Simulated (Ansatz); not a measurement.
# InF: ionisation energy by level of theory

How much energy removes an electron from InF at fixed geometry? The cation is run at each level and the neutral's energy taken from earlier runs.

Program: Ansatz 0.2.0, Gaussian basis. Level of theory: unrestricted cation, the program's frozen cores in correlated methods. These are calculated values, not measurements.

The runs, in order: UKS PBE-D4/def2-TZVPP; UKS r2SCAN-D4/def2-TZVPP; UKS PBE0-D4/def2-TZVPP; UKS B3LYP-D4/def2-TZVPP; UKS wB97X-V/def2-TZVPP; UKS wB97M-V/def2-TZVPP; UKS B2PLYP/def2-TZVPP; UHF-CCSD(T)/def2-TZVPP; UHF-CCSD(T)/def2-QZVPP; extrapolation to the limit; then −ε(HOMO) from the neutral's earlier runs with LDA (SPW92), PBE-D4, revPBE-D4, BLYP-D4, r2SCAN-D4, B97M-V, PBE0-D4, B3LYP-D4, r2SCANh-D4, r2SCAN0-D4, HSE06-D4, BHLYP-D4, CAM-B3LYP-D4, LC-ωPBE, ωB97X-V, ωB97M-V.

## 1. Structure used throughout

An earlier PBE0-D4 in a triple-zeta def2 set relaxation fixed the geometry. In takes the def2 core potential; no spin-orbit term is included.

2 atoms, charge 0, spin multiplicity 1.

Atoms are counted from 1 here; the program's logs count them from 0.

Bond lengths: F1–In2 1.994 Å.

## 2. Cation, UKS PBE-D4/def2-TZVPP

Contents of in.yaml:

```yaml
crystal:
  periodic: [false, false, false]
  atoms:
    - {symbol: F, position_ang: [0.000000, 0.000000, 0.015883]}
    - {symbol: In, position_ang: [-0.000000, -0.000000, 2.009607]}
basis:
  gaussian: {orbitals: def2-TZVPP}
total_charge: 1
magnetization: {spin_polarized: true, initial_magnetization: 1}
hamiltonian: {xc: pbe, dispersion: d4}
```

The run is started by

```console
$ ansatz run in.yaml --threads 2 --pin off --events-out ev --progress --plain --max-ram 32768MiB --backend cpu
```

Further steps of the session: Cation, UKS r2SCAN-D4/def2-TZVPP; Cation, UKS PBE0-D4/def2-TZVPP; Cation, UKS B3LYP-D4/def2-TZVPP; Cation, UKS wB97X-V/def2-TZVPP; Cation, UKS wB97M-V/def2-TZVPP; Cation, UKS B2PLYP (frozen core)/def2-TZVPP; Cation, UHF-CCSD(T)/def2-TZVPP; Cation, UHF-CCSD(T)/def2-QZVPP.

Before running them: what should the planned runs give, taken together? Wanted: ionisation energy, CCSD(T)/CBS; nearest functional by difference; nearest −ε(HOMO); −ε(HOMO) of PBE; T1 of the cation.

**Answer**, as computed:

```
                        quantity                value
  ionisation energy, CCSD(T)/CBS             10.29 eV
nearest functional by difference  B3LYP-D4 (-0.14 eV)
                nearest −ε(HOMO)   LC-ωPBE (-0.38 eV)
                 −ε(HOMO) of PBE              6.45 eV
                T1 of the cation                0.024
```

**Reading.** By cation minus neutral, the functionals miss by 0.34 eV at most. The PBE orbital energy is 3.8 eV too small: a semilocal HOMO is no ionisation energy. Among orbital estimates LC-ωPBE comes nearest. Hartree-Fock falls 1.32 eV short, as the neutral has more correlation energy than the cation. The cation may have settled in a state other than its lowest; no search over hole states beyond the program's own was made. Correlated methods include outer-core shells of In, which these sets cover unevenly. With outer-core shells in play the reference is unsure by up to some tenths of an eV, so close misses can't be ranked.
